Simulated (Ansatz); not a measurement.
# C6H11AuN2O: small, medium and large basis sets

Aim: see how fast density functionals converge with the basis set for C6H11AuN2O.

The runs use Ansatz 0.2.0, Gaussian basis; one geometry, several basis sets.

Levels to be run: PBE0-D4/def2-SVP; ωB97M-V/def2-SVP; PBE0-D4/def2-QZVPP; ωB97M-V/def2-QZVPP; the functionals' def2-TZVPP values are taken from earlier runs.

**1. The geometry**

An earlier PBE0-D4 in a triple-zeta def2 set relaxation fixed the geometry. Au takes the def2 core potential; no spin-orbit term is included.

SMILES `C[O][Au-][c+]1n(C)ccn1C`, 21 atoms, charge 0, spin multiplicity 1.

Atoms are counted from 1 here; the program's logs count them from 0.

Bond lengths: C1–O2 1.389 Å, C1–H11 1.103 Å, C1–H12 1.100 Å, C1–H13 1.103 Å, O2–Au3 1.969 Å, Au3–C4 1.969 Å, C4–N5 1.353 Å, C4–N9 1.353 Å, N5–C6 1.444 Å, N5–C7 1.374 Å, C6–H14 1.088 Å, C6–H15 1.091 Å, C6–H16 1.091 Å, C7–C8 1.349 Å, C7–H17 1.077 Å, C8–N9 1.374 Å, C8–H18 1.077 Å, N9–C10 1.444 Å and more. Angles: O2–C1–H11 113.5°, O2–C1–H12 109.0°, O2–C1–H13 113.5°, H11–C1–H12 106.7°, H11–C1–H13 106.9°, H12–C1–H13 106.8°, C1–O2–Au3 120.6°, O2–Au3–C4 176.8°, Au3–C4–N5 127.9°, Au3–C4–N9 127.7°, N5–C4–N9 104.4°, C4–N5–C6 124.4°, C4–N5–C7 111.1°, C6–N5–C7 124.4°, N5–C6–H14 107.9°, N5–C6–H15 110.3°, N5–C6–H16 110.3°, H14–C6–H15 109.4° and more.

**2. PBE0-D4 in def2-SVP**

Contents of in.yaml:

```yaml
crystal:
  periodic: [false, false, false]
  atoms:
    - {symbol: C, position_ang: [1.478064, -3.583324, -1.745096]}
    - {symbol: O, position_ang: [2.053448, -2.519902, -1.060550]}
    - {symbol: Au, position_ang: [0.944185, -1.026698, -0.414911]}
    - {symbol: C, position_ang: [-0.073711, 0.512639, 0.271936]}
    - {symbol: N, position_ang: [-1.401418, 0.747935, 0.161370]}
    - {symbol: C, position_ang: [-2.333268, -0.128903, -0.507265]}
    - {symbol: C, position_ang: [-1.747476, 1.930621, 0.770199]}
    - {symbol: C, position_ang: [-0.611349, 2.452707, 1.275927]}
    - {symbol: N, position_ang: [0.399285, 1.575321, 0.963137]}
    - {symbol: C, position_ang: [1.784796, 1.764262, 1.323494]}
    - {symbol: H, position_ang: [0.982393, -3.285576, -2.684649]}
    - {symbol: H, position_ang: [2.264451, -4.303177, -2.016012]}
    - {symbol: H, position_ang: [0.731358, -4.136826, -1.150851]}
    - {symbol: H, position_ang: [-1.774213, -0.977808, -0.896272]}
    - {symbol: H, position_ang: [-3.089730, -0.484661, 0.194255]}
    - {symbol: H, position_ang: [-2.819438, 0.393491, -1.332845]}
    - {symbol: H, position_ang: [-2.760050, 2.295700, 0.791809]}
    - {symbol: H, position_ang: [-0.438759, 3.362674, 1.824816]}
    - {symbol: H, position_ang: [2.348899, 0.909794, 0.954448]}
    - {symbol: H, position_ang: [2.173667, 2.676999, 0.869022]}
    - {symbol: H, position_ang: [1.888868, 1.824711, 2.408046]}
basis:
  gaussian: {orbitals: def2-SVP}
hamiltonian: {xc: pbe0, dispersion: d4}
output: {orbitals: {seedname: orbitals}}
```

Run with:

```sh
ansatz run in.yaml --threads 4 --pin off --events-out ev --progress --plain --max-ram 46080MiB --backend cpu
```

Further steps of the session: ωB97M-V in def2-SVP; PBE0-D4 in def2-QZVPP; ωB97M-V in def2-QZVPP.

**Question.** What will the summary of the whole plan be? Wanted: PBE0-D4: double and triple zeta above quadruple; ωB97M-V: double and triple zeta above quadruple.

The runs gave:

```
                                       quantity           value
PBE0-D4: double and triple zeta above quadruple  13.55, 0.66 eV
ωB97M-V: double and triple zeta above quadruple  14.04, 0.64 eV
```

PBE0-D4 gains 12.88 eV from double to triple zeta, then 0.66 eV more. Total energies overstate the basis error of differences, where much of it tends to cancel. The LUMO of ωB97M-V is positive and keeps falling with the basis (1.69 to 0.90 eV): an unbound level that the basis holds in place.
